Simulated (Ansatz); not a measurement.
**CH5ClGe: up Jacob's ladder to CCSD(T)**

One table from this session's results is given with a row withheld; the runs are named, their logs left out.

The runs use Ansatz 0.2.0, Gaussian basis; functionals in def2-TZVPP, the program's frozen cores in correlated methods.

Plan: LDA (SPW92), PBE-D4, revPBE-D4, BLYP-D4, r2SCAN-D4, B97M-V, PBE0-D4, B3LYP-D4, r2SCANh-D4, r2SCAN0-D4, HSE06-D4, BHLYP-D4, CAM-B3LYP-D4, LC-ωPBE, ωB97X-V, ωB97M-V, B2PLYP, PBE-QIDH; CCSD(T)/def2-SVP; CCSD(T)/def2-TZVPP; MP2/def2-QZVPP; extrapolation to the limit; RPA on PBE.

## Structure used throughout

The geometry comes from an earlier relaxation with PBE0-D4 in a triple-zeta def2 set; it is a stationary point, not always the lowest conformer.

SMILES `[CH3][GeH2][Cl]`, 8 atoms, charge 0, spin multiplicity 1.

Atoms are counted from 1 here; the program's logs count them from 0.

Bond lengths: C1–Ge2 1.940 Å, C1–H4 1.090 Å, C1–H5 1.090 Å, C1–H6 1.092 Å, Ge2–Cl3 2.165 Å, Ge2–H7 1.536 Å, Ge2–H8 1.536 Å. Angles: Ge2–C1–H4 109.8°, Ge2–C1–H5 109.8°, Ge2–C1–H6 110.0°, H4–C1–H5 109.1°, H4–C1–H6 109.1°, H5–C1–H6 109.1°, C1–Ge2–Cl3 107.5°, C1–Ge2–H7 112.8°, C1–Ge2–H8 112.8°, Cl3–Ge2–H7 106.2°, Cl3–Ge2–H8 106.2°, H7–Ge2–H8 110.9°.

Set-up of the first run:

in.yaml

```yaml
crystal:
  periodic: [false, false, false]
  atoms:
    - {symbol: C, position_ang: [-0.555023, 0.817369, -0.373753]}
    - {symbol: Ge, position_ang: [0.403025, -0.782102, 0.161771]}
    - {symbol: Cl, position_ang: [1.611673, -0.270621, 1.883008]}
    - {symbol: H, position_ang: [0.153792, 1.604508, -0.630733]}
    - {symbol: H, position_ang: [-1.187626, 1.161244, 0.444528]}
    - {symbol: H, position_ang: [-1.180641, 0.603545, -1.242450]}
    - {symbol: H, position_ang: [1.379631, -1.278921, -0.914579]}
    - {symbol: H, position_ang: [-0.532631, -1.912121, 0.616407]}
basis:
  gaussian: {orbitals: def2-TZVPP}
hamiltonian: {xc: lda}
output: {orbitals: {seedname: orbitals}}
```

Among the steps run: LDA; PBE-D4 (GGA); revPBE-D4 (GGA); BLYP-D4 (GGA); r2SCAN-D4 (meta-GGA); B97M-V (meta-GGA); PBE0-D4 (hybrid); B3LYP-D4 (hybrid); r2SCANh-D4 (hybrid); r2SCAN0-D4 (hybrid); HSE06-D4 (hybrid); BHLYP-D4 (hybrid); CAM-B3LYP-D4 (range-separated); LC-ωPBE-D4 (range-separated; the results give it without D4); ωB97X-V (range-separated); ωB97M-V (range-separated); B2PLYP (double hybrid); PBE-QIDH (double hybrid).

One table of the session follows, with a row left open; its other results are not shown here.

It belongs to the step «Frontier levels by functional». 

| functional | HOMO (eV) | gap (eV) |
| --- | --- | --- |
| LDA (SPW92) | -7.25 | 6.19 |
| PBE-D4 | -7.14 | 6.36 |
| revPBE-D4 | -7.10 | 6.43 |
| BLYP-D4 | -6.99 | 6.28 |
| r2SCAN-D4 | -7.48 | 7.03 |
| B97M-V | -7.60 | 7.12 |
| PBE0-D4 | -8.50 | 8.65 |
| B3LYP-D4 | -8.23 | 8.11 |
| r2SCANh-D4 | -7.97 | 7.85 |
| r2SCAN0-D4 | ? | ? |
| HSE06-D4 | -8.09 | 7.87 |
| BHLYP-D4 | -9.71 | 10.80 |
| CAM-B3LYP-D4 | -9.85 | 11.01 |
| LC-ωPBE | -11.26 | 13.67 |
| ωB97X-V | -10.89 | 13.16 |
| ωB97M-V | -10.73 | 12.78 |

Estimate the missing values for r2SCAN0-D4.

Worked estimate for «HOMO (eV)». Against the share of exact exchange, r2SCAN-D4 (0, -7.48), r2SCANh-D4 (0.1, -7.97) give a slope of -4.90 per unit share; at 0.25 the line stands at -8.70.

**Answer.** HOMO (eV): -8.72; gap (eV): 9.06. In «HOMO (eV)» the line misses by +0.02.
